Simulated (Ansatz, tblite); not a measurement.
**The cluster Mo₅Se₉: one state, many levels**

Aim: run the singlet of the cluster Mo₅Se₉ at one geometry on many levels, and compare frontier levels, spin and run time.

Program: Ansatz 0.2.0, Gaussian basis. Level of theory: as each input shows. These are calculated values, not measurements.

Levels to be run: GFN1-xTB, GFN2-xTB, PBE-D4/def2-TZVP, r2SCAN-D4/def2-TZVP, revPBE-D4/def2-TZVP, PBE-D4/def2-SVP, PBE0-D4/def2-SVP, MP2/def2-SVP, RPA/def2-SVP.

2 further runs of the same task are left out: 2 set aside as unsound or not needed.

### 1 The structure

The geometry is that of the singlet, from an earlier relaxation (PBE-D4/def2-SVP). At that level it is the lowest of the isomers that a small search found.

14 atoms, charge 0, spin multiplicity 1.

Bond lengths: Mo1–Se6 2.468 Å, Mo1–Se8 2.451 Å, Mo1–Se12 2.487 Å, Mo1–Se14 2.620 Å, Mo2–Se7 2.454 Å, Mo2–Se8 2.421 Å, Mo2–Se11 2.426 Å, Mo3–Mo4 2.838 Å, Mo3–Se9 2.587 Å, Mo3–Se11 2.494 Å, Mo3–Se14 2.511 Å, Mo4–Se6 2.406 Å, Mo4–Se7 2.429 Å, Mo4–Se13 2.469 Å, Mo5–Se9 2.384 Å, Mo5–Se10 2.262 Å, Mo5–Se13 2.421 Å, Se12–Se14 2.410 Å. Angles: Se6–Mo1–Se8 111.4°, Se6–Mo1–Se12 96.8°, Se6–Mo1–Se14 148.0°, Se8–Mo1–Se12 133.9°, Se8–Mo1–Se14 100.4°, Se12–Mo1–Se14 56.2°, Se7–Mo2–Se8 114.6°, Se7–Mo2–Se11 128.6°, Se8–Mo2–Se11 114.9°, Mo4–Mo3–Se9 111.6°, Mo4–Mo3–Se11 108.6°, Mo4–Mo3–Se14 116.3°, Se9–Mo3–Se11 87.9°, Se9–Mo3–Se14 125.0°, Se11–Mo3–Se14 100.5°, Mo3–Mo4–Se6 112.5°, Mo3–Mo4–Se7 108.3°, Mo3–Mo4–Se13 97.7° and more.

Mo takes a core potential in the def2 sets. No spin-orbit coupling is included.

PBE0-D4/def2-TZVP was run before; its log isn't repeated, and its numbers join the tables.

### 2 GFN1-xTB

Tight binding, by tblite at 300 K electronic temperature and without a spin-polarisation term:

```python
tblite.interface.Calculator('GFN1-xTB', numbers, positions, charge=0, uhf=0).singlepoint()
```

Energy -1121.0838 eV, HOMO -10.61 eV, LUMO -9.93 eV; 0.097 s.

### 3 GFN2-xTB

Tight binding, by tblite at 300 K electronic temperature and without a spin-polarisation term:

```python
tblite.interface.Calculator('GFN2-xTB', numbers, positions, charge=0, uhf=0).singlepoint()
```

Energy -1082.6774 eV, HOMO -11.21 eV, LUMO -10.73 eV; 0.16 s.

### 4 PBE-D4/def2-TZVP

start.molden holds the orbitals of an earlier run on this state, given as this run's starting guess.

in.yaml reads:

```yaml
crystal:
  periodic: [false, false, false]
  atoms:
    - {symbol: Mo, position_ang: [-0.942960, 1.378034, 0.686862]}
    - {symbol: Mo, position_ang: [1.736836, 1.242008, 0.767113]}
    - {symbol: Mo, position_ang: [0.363947, -0.967171, 0.744833]}
    - {symbol: Mo, position_ang: [0.461516, 0.799315, -1.474725]}
    - {symbol: Mo, position_ang: [-0.282745, -2.185921, -1.328763]}
    - {symbol: Se, position_ang: [-1.432554, 2.280247, -1.557592]}
    - {symbol: Se, position_ang: [2.581770, 1.983304, -1.414199]}
    - {symbol: Se, position_ang: [0.468055, 2.911555, 1.977381]}
    - {symbol: Se, position_ang: [1.224403, -3.326474, 0.124524]}
    - {symbol: Se, position_ang: [-2.497221, -2.399614, -0.921567]}
    - {symbol: Se, position_ang: [2.440035, -0.663821, 2.093471]}
    - {symbol: Se, position_ang: [-3.167453, 0.338554, 1.080152]}
    - {symbol: Se, position_ang: [0.431627, -0.909024, -3.257022]}
    - {symbol: Se, position_ang: [-1.385266, -0.481002, 2.479533]}
basis:
  gaussian: {orbitals: def2-TZVP, fitting: {mean_field: def2-universal-jkfit}, initial_orbitals: start.molden}
hamiltonian: {xc: pbe, dispersion: d4}
scf: {omitted_lower_state_checks: [starts]}
output: {forces: true, orbitals: {seedname: orbitals}}
```

Started as:

```sh
$ ansatz run in.yaml --threads 2 --pin off --events-out ev --progress --plain --max-ram 31744MiB --backend cuda --devices 0, --max-vram 18GiB
```

The runs that follow: r2SCAN-D4/def2-TZVP; revPBE-D4/def2-TZVP; PBE-D4/def2-SVP; PBE0-D4/def2-SVP; MP2/def2-SVP; RPA/def2-SVP.

Before running them: what should the planned runs give, taken together? Wanted: gap in def2-TZVP, named functionals, smallest and largest; correlation energy, MP2/def2-SVP; binding an atom, functionals in def2-TZVP; PBE0 total energy, smallest basis above largest.

As calculated:

```
                                                 quantity                                value
gap in def2-TZVP, named functionals, smallest and largest  0.78 eV (PBE-D4), 2.23 eV (PBE0-D4)
                         correlation energy, MP2/def2-SVP                           -128.26 eV
                binding an atom, functionals in def2-TZVP   3.69 (PBE0-D4) to 4.21 eV (PBE-D4)
          PBE0 total energy, smallest basis above largest       75.03 eV (def2-SVP, def2-TZVP)
```

What this shows: Over the named functionals in def2-TZVP the gap runs from 0.78 eV (PBE-D4) to 2.23 eV (PBE0-D4); exact exchange widens it.
